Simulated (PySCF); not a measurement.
# DyFO (Dy(O)(F)+): the cost of one run

Method: several levels, as the steps say, no spin–orbit coupling; program: PySCF 2.14.0.

1 further run of the same task is left out (for a known fault of the program).

## Step 1: The starting structure

3 atoms, charge 1, spin multiplicity 1.

Bond lengths: Dy1–O2 1.737 Å, Dy1–F3 1.905 Å. Angles: O2–Dy1–F3 103.6°.

As a file:

```xyz
3
DyFO
Dy    0.0210    0.0000   -0.3828
O     1.3717    0.0000    0.7091
F    -1.4912    0.0000    0.7763
```

Formal oxidation states: Dy +4. Each metal's 8 4f electrons lie in its core potential, so multiplicities, spins and levels count the valence alone. An earlier session relaxed this geometry at PBE0, Dy lcecp-2-SVP with ECP54, O def2-SVP, F def2-SVP (singlet, point group Cs).

At PBE0 on the finer grid: E = -218.580035 Eh, frontier levels not given, since the 4f levels lie in the core, Mulliken charge on Dy1 +1.55 e, largest force component 0.014 eV/Å. 

Levels to run: HF; PBE; PBE0, TZVP. Hardware: 2 threads of Arm Neoverse V1, shared host.

## Step 2: HF

run.py (the lines that set the calculation) reads:

```python
mol = gto.M(atom='''
Dy     0.02104     0.00000    -0.38281
O      1.37167     0.00000     0.70912
F     -1.49121     0.00000     0.77629''',
    basis={'Dy': 'lcecp-2-SVP', 'O': 'def2-SVP', 'F': 'def2-SVP'},
    ecp={'Dy': 'lcecp-2-SVP'},
    charge=1, spin=0)
mf = scf.RHF(mol)
mf = mf.density_fit()  # fitting sets: Dy AutoAux, O def2-universal-JKFIT, F def2-universal-JKFIT
mf.conv_tol = 1e-08; mf.max_cycle = 55
mf.kernel(dm0)  # dm0: the density of the relaxed state
```

Launch:

```
> OMP_NUM_THREADS=2 python run.py
```

**Question.** How long does this run take on 2 threads of Arm Neoverse V1, shared host?

About 1.1 s.
